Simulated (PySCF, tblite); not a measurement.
# C5H9B: dynamics, then NMR shifts on frames

How do NMR shifts of C5H9B (`B/C=C/C(=C)C`) change as the atoms move?

Programs: tblite 0.8.0 and PySCF 2.14.0, with density-fitted response routines of our own. Each step states its level of theory. These are calculated values for one molecule in the gas phase, unless marked as measured. Atoms count from 0, in the outputs and in this text.

### Step 1. The molecule as given

15 atoms, charge 0, multiplicity 1; geometry from: GFN2-xTB.

Bonds of the start (Å): B0–C1 1.53, C1–C2 1.35, C2–C3 1.45, C3–C4 1.34, C3–C5 1.50, B0–H6 1.17, B0–H7 1.17, C1–H8 1.08, C2–H9 1.08, C4–H10 1.08, C4–H11 1.08, C5–H12 1.09, C5–H13 1.09, C5–H14 1.09.

### Step 2. Dynamics with GFN2-xTB

Job settings and geometry (Å):

```
{"job": {"kind": "md", "xc": "GFN2-xTB", "basis": "xTB", "temperature": 400, "steps": 2000, "every": 50, "frames": 5}, "charge": 0, "multiplicity": 1}
B      2.836655     0.635843    -0.132680
C      1.360778     0.487660     0.259465
C      0.454358    -0.165870    -0.495752
C     -0.954271    -0.349609    -0.198847
C     -1.728213    -1.027008    -1.051570
C     -1.510321     0.229558     1.067663
H      3.224419     0.169143    -1.133943
H      3.577201     1.214151     0.565633
H      1.006832     0.923514     1.187397
H      0.782160    -0.611169    -1.427954
H     -1.334740    -1.446143    -1.962439
H     -2.777557    -1.185143    -0.868038
H     -1.000060    -0.192255     1.932254
H     -1.369127     1.309161     1.084485
H     -2.572527     0.016157     1.152414
```

Method: GFN2-xTB Langevin dynamics, gas phase.

Run with:

```
$ OMP_NUM_THREADS=1 python probes_run.py task.json out
```

One launch serves the whole session: the jobs run in the order shown.

Log:

```text
t/fs     T/K      E/eV
    0.0   319.0   -447.91486
   25.0   183.8   -447.41945
   50.0   386.3   -447.49189
   75.0   295.9   -447.22128
  100.0   356.9   -447.39390
  125.0   274.3   -447.47437
  150.0   360.1   -447.57394
  175.0   237.2   -447.33127
  200.0   214.3   -447.17890
  225.0   423.5   -447.44611
  250.0   354.3   -447.33655
  275.0   370.5   -447.49590
  300.0   297.4   -447.17898
  325.0   353.4   -447.44202
  350.0   273.2   -447.17550
  375.0   298.3   -447.21979
  400.0   363.1   -447.26721
  425.0   456.5   -447.43271
  450.0   394.5   -447.36828
  475.0   347.5   -447.17939
  500.0   315.2   -447.15988
  525.0   394.5   -447.44312
  550.0   391.3   -447.39268
  575.0   383.2   -447.28472
  600.0   431.3   -447.38549
  625.0   283.6   -447.07351
  650.0   399.0   -447.01353
  675.0   419.7   -447.04991
  700.0   360.2   -447.09989
  725.0   541.0   -447.40875
  750.0   425.4   -446.97318
  775.0   476.9   -447.20304
  800.0   317.0   -447.15786
  825.0   382.7   -447.40910
  850.0   401.8   -447.33476
  875.0   369.7   -447.33193
  900.0   405.2   -447.32540
  925.0   354.8   -447.19724
  950.0   467.7   -447.39591
  975.0   353.3   -447.36756
 1000.0   278.1   -447.24231
```

Wall time 9.2 s (1 thread of Arm Neoverse V1, shared host); peak memory 0.19 GiB.

Distance from the start (root mean square after alignment): 0 fs 0.00 Å, 200 fs 0.24 Å, 400 fs 0.39 Å, 600 fs 0.25 Å, 800 fs 0.34 Å, 1000 fs 0.80 Å.

Positions (Å) and forces (eV/Å) at 1000 fs:

```xyz
15

B     2.295    0.867    1.822   -0.077   -1.261    0.696
C     1.454    0.099    0.773   -1.578    0.992   -0.331
C     0.361    0.705    0.199    0.177   -1.021    0.375
C    -0.738    0.092   -0.583    1.130   -0.953    1.303
C    -1.765    0.836   -0.886    0.443    3.722    0.897
C    -0.870   -1.373   -0.720    1.442   -1.865   -0.455
H     1.841    1.875    2.170    0.262    0.466   -0.067
H     3.092    0.303    2.558   -0.495    0.474   -0.880
H     1.433   -0.955    0.601    0.797   -0.509   -0.087
H     0.128    1.720    0.452    0.314    0.493   -0.179
H    -1.673    1.919   -0.573   -0.393   -1.041   -0.676
H    -2.633    0.603   -1.388   -1.377   -0.729   -0.803
H    -1.713   -1.714   -1.366    0.787    0.448    0.506
H     0.101   -1.836   -1.054   -0.850    0.458   -0.433
H    -0.938   -1.861    0.257   -0.582    0.327    0.135
```

### Step 3. NMR shieldings: 250 fs, PBE0/pcSseg-1

Job settings and geometry (Å):

```
{"job": {"kind": "nmr", "xc": "PBE0", "basis": "pcSseg-1", "pop": false}, "charge": 0, "multiplicity": 1}
B      2.418200     0.758500    -0.867200
C      1.182600     0.215700    -0.166100
C      0.007400     0.084900    -0.749900
C     -1.226300    -0.418700    -0.227100
C     -2.294800    -0.447800    -1.026200
C     -1.372400    -0.525800     1.275900
H      2.333400     0.658700    -2.065300
H      3.450700     1.149200    -0.321100
H      1.336600    -0.180200     0.828700
H     -0.025500     0.285300    -1.765500
H     -2.329400    -0.243100    -2.095900
H     -3.284600    -0.824300    -0.614600
H     -0.473800    -1.059700     1.542700
H     -1.273900     0.476800     1.620400
H     -2.205400    -1.088600     1.596900
```

Method: GIAO PBE0/pcSseg-1 NMR shielding, non-relativistic, gas phase.

Log:

```text
coarse grid: 12096 points
cycle   1  E = -220.3321016640  dE =  6.167e-01  |g| = 3.792e-01  |ddm| = 3.387e+00
cycle   2  E = -220.3318720504  dE =  2.296e-04  |g| = 3.898e-01  |ddm| = 7.528e-01
cycle   3  E = -220.3720714155  dE = -4.020e-02  |g| = 8.311e-02  |ddm| = 4.211e-01
cycle   4  E = -220.3736742321  dE = -1.603e-03  |g| = 3.191e-02  |ddm| = 1.024e-01
cycle   5  E = -220.3739569585  dE = -2.827e-04  |g| = 6.732e-03  |ddm| = 3.769e-02
cycle   6  E = -220.3739714509  dE = -1.449e-05  |g| = 1.417e-03  |ddm| = 8.022e-03
cycle   7  E = -220.3739718322  dE = -3.813e-07  |g| = 7.390e-04  |ddm| = 1.824e-03
final grid: 115600 points
cycle   8  E = -220.4094375324  dE = -3.421e-05  |g| = 7.531e-03  |ddm| = 3.602e-02
cycle   9  E = -220.4094319877  dE =  5.545e-06  |g| = 8.762e-03  |ddm| = 1.611e-02
cycle  10  E = -220.4094525510  dE = -2.056e-05  |g| = 1.714e-03  |ddm| = 9.617e-03
cycle  11  E = -220.4094533179  dE = -7.669e-07  |g| = 1.997e-04  |ddm| = 1.586e-03
cycle  12  E = -220.4094533268  dE = -8.950e-09  |g| = 5.579e-05  |ddm| = 2.137e-04
cycle  13  E = -220.4094533277  dE = -9.239e-10  |g| = 1.706e-05  |ddm| = 7.310e-05
converged SCF energy = -220.4094533277

GIAO shielding tensors (ppm)
atom      isotropic    diamagn.    paramagn.     s11        s22        s33       span
  0 B       25.235     193.242    -168.008    -28.062    -17.136    120.902    148.964
  1 C       50.868     256.407    -205.539    -48.440     14.304    186.740    235.180
  2 C       23.214     256.060    -232.846    -76.269      8.321    137.590    213.860
  3 C       36.481     258.504    -222.023    -75.835     21.092    164.187    240.023
  4 C       46.486     252.257    -205.771    -52.385     53.339    138.504    190.889
  5 C      169.300     250.790     -81.490    156.387    167.131    184.384     27.997
  6 H       24.441      29.331      -4.890     18.246     26.788     28.290     10.044
  7 H       23.852      28.197      -4.346     19.111     25.830     26.615      7.505
  8 H       24.804      33.966      -9.162     21.118     24.079     29.217      8.099
  9 H       25.251      36.446     -11.195     21.642     24.664     29.446      7.805
 10 H       25.340      30.770      -5.431     23.039     24.772     28.208      5.169
 11 H       25.097      28.267      -3.170     22.909     23.473     28.910      6.001
 12 H       29.538      32.023      -2.485     24.730     29.528     34.355      9.625
 13 H       30.342      31.039      -0.697     26.783     28.242     36.000      9.218
 14 H       30.483      30.840      -0.357     26.733     29.170     35.547      8.813
```

Run time: 13 s. Hardware: 1 thread of Arm Neoverse V1, shared host; peak memory 0.71 GiB.

The references, computed at this level on geometries of the same kind, shield at (ppm): ¹H TMS 31.72, ¹³C TMS 186.9, ¹¹B BF3·OEt2 100.1. Their shielding less the atom's gives the shift. The references are single molecules in the gas phase. Each atom is listed at this fixed geometry, with no averaging over motion; a spectrum would average atoms that exchange fast.

| atoms | environment | σ (ppm) | δ (ppm) |
| --- | --- | --- | --- |
| C2 | alkene CH | 23.2 | 163.7 |
| C3 | fully substituted alkene carbon | 36.5 | 150.4 |
| C4 | terminal =CH2 carbon | 46.5 | 140.4 |
| C1 | alkene CH | 50.9 | 136.1 |
| C5 | allylic methyl carbon | 169.3 | 17.6 |
| H7 | hydrogen on a boron bonded to C | 23.85 | 7.87 |
| H6 | hydrogen on a boron bonded to C | 24.44 | 7.28 |
| H8 | hydrogen on an alkene CH | 24.80 | 6.91 |
| H11 | hydrogen on a terminal =CH2 carbon | 25.10 | 6.62 |
| H9 | hydrogen on an alkene CH | 25.25 | 6.47 |
| H10 | hydrogen on a terminal =CH2 carbon | 25.34 | 6.38 |
| H12 | hydrogen on an allylic methyl carbon | 29.54 | 2.18 |
| H13 | hydrogen on an allylic methyl carbon | 30.34 | 1.38 |
| H14 | hydrogen on an allylic methyl carbon | 30.48 | 1.23 |
| B0 | boron bonded to C, 2 H | 25.2 | 74.8 |

### Step 4. NMR shieldings: 425 fs, PBE0/pcSseg-1

Job settings and geometry (Å):

```
{"job": {"kind": "nmr", "xc": "PBE0", "basis": "pcSseg-1", "pop": false}, "charge": 0, "multiplicity": 1}
B      2.390600     1.145600    -0.834300
C      1.374700     0.333800    -0.089800
C      0.099400     0.201900    -0.526300
C     -0.994500    -0.573400     0.039900
C     -2.318500    -0.472200    -0.353100
C     -0.748300    -1.666400     1.113200
H      2.163500     1.594400    -1.908200
H      3.388800     1.366700    -0.307000
H      1.677100    -0.029300     0.870300
H     -0.198900     0.759400    -1.360900
H     -2.731700     0.129200    -1.210100
H     -3.095200    -0.960900     0.230500
H     -0.302800    -2.560900     0.671200
H      0.011100    -1.287600     1.772800
H     -1.665500    -1.914400     1.694400
```

Method: GIAO PBE0/pcSseg-1 NMR shielding, non-relativistic, gas phase.

Log:

```text
coarse grid: 12096 points
cycle   1  E = -220.3357081231  dE =  4.330e-01  |g| = 3.705e-01  |ddm| = 3.357e+00
cycle   2  E = -220.3161961331  dE =  1.951e-02  |g| = 4.612e-01  |ddm| = 8.097e-01
cycle   3  E = -220.3742560536  dE = -5.806e-02  |g| = 1.222e-01  |ddm| = 5.139e-01
cycle   4  E = -220.3783131823  dE = -4.057e-03  |g| = 2.698e-02  |ddm| = 1.297e-01
cycle   5  E = -220.3784855263  dE = -1.723e-04  |g| = 1.212e-02  |ddm| = 3.557e-02
cycle   6  E = -220.3785249551  dE = -3.943e-05  |g| = 4.084e-03  |ddm| = 1.339e-02
cycle   7  E = -220.3785294106  dE = -4.456e-06  |g| = 7.571e-04  |ddm| = 4.293e-03
final grid: 115600 points
cycle   8  E = -220.4138699824  dE = -3.268e-05  |g| = 7.284e-03  |ddm| = 3.113e-02
cycle   9  E = -220.4138673292  dE =  2.653e-06  |g| = 7.926e-03  |ddm| = 1.466e-02
cycle  10  E = -220.4138843108  dE = -1.698e-05  |g| = 1.480e-03  |ddm| = 8.384e-03
cycle  11  E = -220.4138848922  dE = -5.814e-07  |g| = 2.703e-04  |ddm| = 1.408e-03
cycle  12  E = -220.4138849093  dE = -1.711e-08  |g| = 6.417e-05  |ddm| = 2.498e-04
cycle  13  E = -220.4138849103  dE = -9.874e-10  |g| = 3.642e-05  |ddm| = 1.019e-04
cycle  14  E = -220.4138849107  dE = -3.897e-10  |g| = 7.183e-06  |ddm| = 3.950e-05
converged SCF energy = -220.4138849107

GIAO shielding tensors (ppm)
atom      isotropic    diamagn.    paramagn.     s11        s22        s33       span
  0 B       30.126     192.026    -161.899    -24.643    -12.832    127.855    152.498
  1 C       47.335     255.158    -207.823    -59.494     14.467    187.032    246.527
  2 C       16.831     253.907    -237.076    -83.731     -2.991    137.216    220.946
  3 C       26.317     257.504    -231.187    -89.365     13.214    155.103    244.468
  4 C       38.811     252.187    -213.376    -66.827     45.192    138.069    204.896
  5 C      160.672     248.082     -87.409    140.607    156.999    184.411     43.803
  6 H       24.780      29.518      -4.738     18.740     27.682     27.916      9.176
  7 H       24.969      29.830      -4.861     19.560     27.484     27.864      8.304
  8 H       24.409      33.635      -9.226     20.001     23.954     29.273      9.272
  9 H       24.539      35.226     -10.688     21.134     23.648     28.834      7.700
 10 H       24.839      29.893      -5.054     22.391     24.158     27.967      5.576
 11 H       25.111      30.120      -5.009     21.611     24.249     29.474      7.863
 12 H       29.514      29.033       0.481     26.608     27.006     34.929      8.321
 13 H       29.441      31.553      -2.111     24.707     29.287     34.330      9.623
 14 H       29.072      29.152      -0.080     25.392     28.168     33.656      8.264
```

Run time: 13 s. Hardware: 1 thread of Arm Neoverse V1, shared host; peak memory 0.72 GiB.

Key values: δ C2 170.1, C3 160.6, C4 148.1, C1 139.6, H8 7.31, H9 7.18 ppm.

[end of part 1 of 2]
